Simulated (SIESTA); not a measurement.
HPbNO4:

```xyz
7
Lattice="3.8571 0.0018 -0.0366 0.1735 4.3344 -0.0165 0.7580 0.8387 5.8766" Properties=species:S:1:pos:R:3 pbc="T T T"
H     2.6784    4.0493    1.1289
Pb    3.2640    2.7055    5.3570
N     3.1776    1.4531    2.9117
O     1.3252    2.6900    4.5562
O     2.9731    4.6255    2.8902
O     2.3661    4.0462    0.1903
O     3.3249    2.1006    1.8421
```

The cell was built by a generator and needn't be a form met in nature.

```yaml
Program: SIESTA 5.4.2
Task: single point
Functional: PBE
Potentials_or_basis: PseudoDojo 0.4 standard (PBE files)
Basis: DZP (energy shift 0.003 Ry; two zetas on semicore shells)
Grid_cutoff: 800 Ry
Energy_shift: 0.003 Ry
k_mesh: 7 × 6 × 5
Occupations: fermi-dirac, width 0.05 eV
Spin: no spin polarisation
```

On this cell: pressure 3.7 GPa; largest force 1.524 eV/Å; band gap on the k mesh 0.34 eV, indirect (least direct gap 0.55 eV).

The same run follows on a disturbed copy (atoms moved at random, drawn with an rms of 0.05 Å):

```
H Pb N O
1.0
     3.85707    0.00178   -0.03658
     0.17353    4.33436   -0.01647
     0.75803    0.83873    5.87662
H Pb N O
1 1 1 4
Direct
  0.59929 0.88579 0.20323
  0.64055 0.43664 0.92054
  0.72660 0.24308 0.50100
  0.17400 0.46354 0.77441
  0.61627 0.95802 0.49794
  0.56743 0.93558 0.03807
  0.76685 0.41913 0.31710
```

**Question.** What changes?

**Answer.** The energy moves by +30.6 meV/atom; pressure 0.3 GPa; largest force 4.086 eV/Å; band gap on the k mesh 0.42 eV, indirect (least direct gap 0.58 eV).

Forces in eV/Å, atoms in the order of the input:
```
H    0.123  0.415  0.203
Pb   0.640  0.636 -0.265
N   -1.598 -3.736  0.426
O   -0.635  0.072 -0.242
O    1.192  2.578  0.343
O   -0.204 -1.065  0.198
O    0.481  1.100 -0.662
```

Stress tensor (GPa, compression positive):
```
 0.72 -1.42  0.72
-1.42 -2.81 -1.50
 0.72 -1.50  2.86
```

Caveats: spin-orbit coupling is left out, which as a rule narrows the gap of such compounds by several tenths of an eV; an odd mesh through Γ misses points on the zone boundary, where band edges often lie; the basis of atomic orbitals isn't converged, which shifts pressures, moduli and gaps; forces of over 1 eV/Å show positions far from the minimum, so gaps and moduli don't describe the material at rest (some runs).
